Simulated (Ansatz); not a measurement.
# GeHO+ (quintet): the correlation ladder, cc-pVDZ

How much of the correlation energy of GeHO+ (quintet) does each wave-function method recover here?

Method: cc-pVDZ, core rule «outside noble gas», up to 15 orbitals frozen; program: Ansatz 0.2.0, Gaussian basis.

The runs, in order: UHF; CCSD(T) on ROHF; CCSD(T) on UHF; BCCD(T) on ROHF; CISD; CCSDT(Q) on ROHF; CCSDT(Q) on UHF; CCSDTQ on ROHF; CCSDTQ on UHF; CASSCF and MRCISD+Q, 10 electrons in 9 orbitals; CASSCF and NEVPT2, 10 electrons in 9 orbitals.

9 further runs of the same task are left out: 4 for a known fault of the program, 5 set aside as unsound or not needed.

## (1) The system

The geometry is a PBE0/def2-TZVP stationary point (not a proven minimum) of the parent state, kept for this charge and spin. No spin-orbit coupling is included. The filled d shell of Ge may be among the frozen orbitals whatever the setting's name suggests; the logs give the count.

3 atoms, charge 1, spin multiplicity 5.

Atoms are counted from 1 here; the program's logs count them from 0.

Bond lengths: Ge1–O2 1.855 Å, Ge1–H3 1.563 Å. Angles: O2–Ge1–H3 114.5°.

## (2) UHF

Input file in.yaml:

```yaml
crystal:
  periodic: [false, false, false]
  atoms:
    - {symbol: Ge, position_ang: [0.000000, -0.037540, 0.321995]}
    - {symbol: O, position_ang: [0.000000, 0.086176, -1.528961]}
    - {symbol: H, position_ang: [0.000000, 1.337542, 1.064259]}
basis:
  gaussian: {orbitals: cc-pVDZ}
total_charge: 1
magnetization: {spin_polarized: true, initial_magnetization: 4}
hamiltonian: {xc: hf}
output: {orbitals: {seedname: orbitals}}
```

Started as:

```console
ansatz run in.yaml --threads 1 --pin off --events-out ev --progress --plain --max-ram 2816MiB --backend cpu
```

After this run come: CCSD(T) on ROHF; CCSD(T) on UHF; BCCD(T) on ROHF; CISD; CCSDT(Q) on ROHF; CCSDT(Q) on UHF; CCSDTQ on ROHF; CCSDTQ on UHF; CASSCF and MRCISD+Q, 10 electrons in 9 orbitals; CASSCF and NEVPT2, 10 electrons in 9 orbitals.

**Question.** What will the summary of the whole plan be? Wanted: UCCSDTQ below the RHF energy; RMP2 from UCCSDTQ; UMP2 from UCCSDTQ; RCCSD from UCCSDTQ; RCCSD(T) from UCCSDTQ; UCCSD(T) from UCCSDTQ; RCCSDT(Q) from UCCSDTQ; UCCSDT(Q) from UCCSDTQ; NEVPT2 valence from UCCSDTQ.

As calculated:

| quantity | value |
| --- | --- |
| UCCSDTQ below the RHF energy | -5.1832 eV |
| RMP2 from UCCSDTQ | +962.3 meV |
| UMP2 from UCCSDTQ | +939.6 meV |
| RCCSD from UCCSDTQ | +126.6 meV |
| RCCSD(T) from UCCSDTQ | +41.9 meV |
| UCCSD(T) from UCCSDTQ | +27.3 meV |
| RCCSDT(Q) from UCCSDTQ | +15.1 meV |
| UCCSDT(Q) from UCCSDTQ | +0.6 meV |
| NEVPT2 valence from UCCSDTQ | +856.0 meV |
| MRCISD+Q valence from UCCSDTQ | +40.1 meV |
| levels within 1 kcal/mol (43 meV) | RCCSD(T), UCCSD(T), BCCD(T), RCCSDT, UCCSDT, RCCSDT(Q), UCCSDT(Q), RCCSDTQ, MRCISD+Q valence |
| T1 diagnostic | 0.026 |
| effectively unpaired electrons | 4.01 |

**Reading.** RCCSD(T) misses by +41.9 meV, 0.8 % of the correlation energy. One determinant dominates. Of the multireference levels listed MRCISD+Q valence comes nearest in total energy (+40.1 meV), which doesn't show that its space is the better one. These misses are within one basis, not against nature; the frozen cores of restricted and unrestricted runs differ, which can shift their rows.
